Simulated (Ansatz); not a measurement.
Relaxation of a periodic cell of 33 atoms, Al32H (host Al, host structure fcc, interstitial H), to a largest force component of 0.03 eV/Å in at most 60 steps.

The calculation used DFT PBEsol, scalar-relativistic, plane waves, PAW (Ansatz 0.2.0). Settings: cutoff 420 eV, k mesh 3x3x3, gaussian smearing 0.15 eV, no spin polarisation.

```xyz
33
Lattice="8.1000 0.0000 0.0000 0.0000 8.1000 0.0000 0.0000 0.0000 8.1000" Properties=species:S:1:pos:R:3:forces:R:3
Al 4.050 0.000 0.000 -0.03 -0.01 -0.01
Al 6.075 2.025 0.000 -0.03 0.03 0.01
Al 6.075 0.000 2.025 -0.03 0.01 0.03
Al 0.000 0.000 0.000 -0.80 0.79 0.78
Al 2.025 2.025 0.000 -0.01 -0.03 -0.01
Al 4.050 4.050 0.000 0.03 -0.03 0.01
Al 6.075 6.075 0.000 0.03 0.01 -0.01
Al 2.025 0.000 2.025 -0.01 -0.01 -0.02
Al 4.050 2.025 2.025 0.02 0.02 0.02
Al 6.075 4.050 2.025 -0.01 -0.01 0.02
Al 4.050 0.000 4.050 0.03 0.00 -0.03
Al 6.075 2.025 4.050 -0.01 0.02 -0.01
Al 6.075 0.000 6.075 0.03 -0.01 0.01
Al 0.000 4.050 0.000 0.01 0.03 -0.01
Al 2.025 6.075 0.000 0.79 -0.80 0.77
Al 0.000 2.025 2.025 -0.01 0.03 0.03
Al 2.025 4.050 2.025 0.01 -0.03 0.03
Al 4.050 6.075 2.025 0.03 -0.01 0.03
Al 0.000 0.000 4.050 0.01 -0.01 0.03
Al 2.025 2.025 4.050 0.00 0.03 -0.03
Al 4.050 4.050 4.050 0.02 -0.01 -0.01
Al 6.075 6.075 4.050 -0.03 0.00 -0.03
Al 2.025 0.000 6.075 0.69 0.69 -0.71
Al 4.050 2.025 6.075 0.03 0.03 -0.01
Al 6.075 4.050 6.075 -0.03 -0.03 -0.01
Al 0.000 6.075 2.025 0.01 0.01 -0.02
Al 0.000 4.050 4.050 0.00 -0.03 -0.03
Al 2.025 6.075 4.050 -0.01 0.01 0.03
Al 0.000 2.025 6.075 0.01 -0.03 0.01
Al 2.025 4.050 6.075 -0.01 0.03 0.01
Al 4.050 6.075 6.075 -0.03 0.01 0.01
Al 0.000 6.075 6.075 -0.64 -0.64 -0.65
H 1.022 7.099 7.131 -0.04 -0.05 -0.21
```

Task: Where does it end, and by what steps?

Result: The run converged. Limits of this set-up: coarse k mesh, odd electron count without spin, a small cell, in which the defect meets its images. After 3 steps the energy has fallen by 0.313 eV; Al4 moved furthest, 0.13 Å.

| step | energy less start (eV) | largest force component (eV/Å) | accepted |
| --- | --- | --- | --- |
| 0 | 0.0000 | 0.804 | yes |
| 1 | -0.2947 | 0.172 | yes |
| 2 | -0.3118 | 0.055 | yes |
| 3 | -0.3126 | 0.002 | yes |

```xyz
33
Lattice="8.1000 0.0000 0.0000 0.0000 8.1000 0.0000 0.0000 0.0000 8.1000" Properties=species:S:1:pos:R:3
Al 4.043 -0.004 -0.003
Al 6.056 2.044 0.006
Al 6.056 0.006 2.045
Al -0.074 0.075 0.075
Al 2.021 2.018 -0.003
Al 4.069 4.031 0.006
Al 6.082 6.080 -0.003
Al 2.021 -0.004 2.019
Al 4.050 2.025 2.026
Al 6.075 4.050 2.026
Al 4.069 0.006 4.033
Al 6.075 2.025 4.051
Al 6.082 -0.004 6.080
Al 0.005 4.057 -0.003
Al 2.100 6.001 0.075
Al -0.005 2.044 2.045
Al 2.031 4.031 2.045
Al 4.069 6.070 2.045
Al 0.004 -0.004 4.058
Al 2.031 2.044 4.033
Al 4.050 4.050 4.051
Al 6.057 6.070 4.033
Al 2.099 0.074 6.002
Al 4.069 2.044 6.071
Al 6.057 4.032 6.071
Al 0.005 6.080 2.019
Al -0.005 4.032 4.033
Al 2.021 6.079 4.058
Al 0.005 2.019 6.081
Al 2.021 4.057 6.080
Al 4.044 6.080 6.081
Al -0.073 6.002 6.003
H 1.013 7.088 7.090
```

Whether the end is a true minimum wasn't checked by a vibrational analysis.

Run time: 13 s on 4 threads of AMD EPYC 9R45 96-Core Processor (Zen 5), with other jobs on the host, peak memory 1.4 GiB.
